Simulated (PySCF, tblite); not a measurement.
**C7H5N2 radical: geometry, infrared bands and EPR parameters**

What infrared bands and EPR parameters should C7H5N2 radical (`C=C1[CH]C(C#N)(C#N)C1`) show?

The runs use tblite 0.8.0 and PySCF 2.14.0, with density-fitted response routines of our own; the level of theory stands in each step. All values are computed, except where a source is named. Atoms are numbered from 0 throughout.

## (1) The molecule as given

14 atoms, charge 0, multiplicity 2; geometry from: force field or distance geometry start.

Bonds of the start (Å): C0–C1 1.32, C1–C2 1.50, C2–C3 1.44, C3–C4 1.44, C4–N5 1.16, C3–C6 1.45, C6–N7 1.16, C3–C8 1.57, C8–C1 1.53, C0–H9 1.09, C0–H10 1.09, C2–H11 1.08, C8–H12 1.10, C8–H13 1.10.

## (2) Relaxing the molecule with GFN2-xTB

What the job is given:

```
{"job": {"kind": "relax", "xc": "GFN2-xTB", "basis": "xTB"}, "charge": 0, "multiplicity": 2}
C     -2.386900    -0.028400     0.289800
C     -1.097500    -0.004000     0.017800
C     -0.258700     0.130600    -1.213600
C      0.978800     0.035400    -0.476100
C      1.791100     1.223400    -0.531200
N      2.431000     2.190400    -0.586500
C      1.765400    -1.132100    -0.831400
N      2.392400    -2.071600    -1.102200
C      0.168900    -0.128600     0.862700
H     -3.129800     0.079300    -0.500800
H     -2.757500    -0.147700     1.305900
H     -0.511400     0.261300    -2.256100
H      0.291900    -1.079000     1.396400
H      0.321700     0.670800     1.598200
```

Started as:

```console
$ OMP_NUM_THREADS=1 python probes_run.py task.json out
```

One launch serves the whole session: the jobs run in the order shown.

**Question.** This job is followed by: GFN2-xTB harmonic vibrations, gas phase; UKS B3LYP, pcH-1 on C H N, non-relativistic, mean-field spin-orbit, GIAO. Predict these results of the whole session: strongest single infrared mode (GFN2-xTB); zero-point energy (GFN2-xTB); g(iso) (B3LYP); ⟨S²⟩; largest a(iso) (averaged by class); potential on the surface of density 0.002 e/bohr³, 1st and 99th percentile.

**Answer**, as computed:

| quantity | value |
| --- | --- |
| strongest single infrared mode (GFN2-xTB) | 2390 cm⁻¹, 286 km/mol |
| zero-point energy (GFN2-xTB) | 60.4 kcal/mol |
| g(iso) (B3LYP) | 2.00256 |
| ⟨S²⟩ | 0.777 (exact 0.75) |
| largest a(iso) (averaged by class) | 13C on C2, 65.3 MHz |
| potential on the surface of density 0.002 e/bohr³, 1st and 99th percentile | -1.59 V and 1.49 V |

What this shows: The optimisation took 25 steps and gained 0.335 eV; among the close pairs (by a distance rule), C1–C2 changed most, from 1.496 to 1.390 Å. No mode is imaginary among the 36: a minimum at this level. The strongest single mode, at 2390 cm⁻¹, is carried by C6, C4, N7, N5. GFN2-xTB is a fitted tight-binding method: band positions and strengths are rough. Its intensities can rank the bands wrongly. The largest spin populations lie on C0 (0.68 e), C2 (0.65 e). The isotropic g lies 0.2 ppt above the free-electron value. The conformer search found further structures of the same energy, which may be mirror or relabelled copies of this one.
